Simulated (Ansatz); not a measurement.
# C2H8BNO: the cost of one run

Program: Ansatz 0.2.0, Gaussian basis. Level of theory: the settings change from run to run. These are calculated values, not measurements.

## Step 1: The molecule

The geometry comes from an earlier relaxation with PBE0-D4 in a triple-zeta def2 set; it is a stationary point, not always the lowest conformer.

13 atoms, charge 0, spin multiplicity 1.

Atoms are counted from 1 here; the program's logs count them from 0.

Bond lengths: B1–C2 1.572 Å, B1–O5 1.353 Å, B1–H6 1.207 Å, C2–C3 1.522 Å, C2–N4 1.462 Å, C2–H7 1.112 Å, C3–H8 1.091 Å, C3–H9 1.092 Å, C3–H10 1.095 Å, N4–H11 1.013 Å, N4–H12 1.012 Å, O5–H13 0.960 Å. Angles: C2–B1–O5 119.3°, C2–B1–H6 121.1°, O5–B1–H6 119.5°, B1–C2–C3 113.8°, B1–C2–N4 110.4°, B1–C2–H7 103.4°, C3–C2–N4 110.0°, C3–C2–H7 106.9°, N4–C2–H7 112.1°, C2–C3–H8 111.1°, C2–C3–H9 110.4°, C2–C3–H10 111.0°, H8–C3–H9 108.5°, H8–C3–H10 108.1°, H9–C3–H10 107.7°, C2–N4–H11 111.0°, C2–N4–H12 111.1°, H11–N4–H12 107.4° and more.

Coordinates:

```xyz
13
C2H8BNO
B     0.3844    0.9269    0.8384
C    -0.2819   -0.3107    0.1353
C    -0.3578   -0.1898   -1.3796
N     0.4139   -1.5423    0.5034
O     0.2617    2.1523    0.2772
H     0.9593    0.8106    1.8935
H    -1.3275   -0.2910    0.5144
H    -0.8647    0.7306   -1.6750
H     0.6452   -0.1867   -1.8123
H    -0.9047   -1.0325   -1.8139
H    -0.1209   -2.3575    0.2286
H     0.5536   -1.5961    1.5045
H     0.6600    2.8514    0.8000
```

## Step 2: B3LYP5/ANO-RCC-VTZP

Set apart from the defaults: atoms shaken by 0.08 Å, the search for lower states set to light.

Contents of in.yaml:

```yaml
crystal:
  periodic: [false, false, false]
  atoms:
    - {symbol: B, position_ang: [0.239186, 0.951629, 0.823834]}
    - {symbol: C, position_ang: [-0.281637, -0.315933, 0.193931]}
    - {symbol: C, position_ang: [-0.303560, -0.140594, -1.373573]}
    - {symbol: N, position_ang: [0.356894, -1.596071, 0.558332]}
    - {symbol: O, position_ang: [0.091969, 2.164315, 0.241263]}
    - {symbol: H, position_ang: [0.978822, 0.787724, 1.841408]}
    - {symbol: H, position_ang: [-1.338466, -0.282580, 0.477894]}
    - {symbol: H, position_ang: [-0.801389, 0.837225, -1.669745]}
    - {symbol: H, position_ang: [0.572468, -0.199360, -1.687739]}
    - {symbol: H, position_ang: [-0.827154, -1.122954, -1.800570]}
    - {symbol: H, position_ang: [-0.145052, -2.426068, 0.060525]}
    - {symbol: H, position_ang: [0.482787, -1.532369, 1.530382]}
    - {symbol: H, position_ang: [0.622846, 2.965623, 0.868993]}
basis:
  gaussian: {orbitals: ANO-RCC-VTZP}
hamiltonian: {xc: {name: B3LYP5}}
scf: {lower_state_search: light}
output: {forces: true}
```

The run is started by

```console
> ansatz run in.yaml --threads 4 --pin off --events-out ev --progress --plain --max-ram 10444MiB
```

**Question.** How long does this run take on 4 threads of Arm Neoverse V2, shared host, and how much memory does it need?

About 9.5 s, with a peak of 1 GiB.
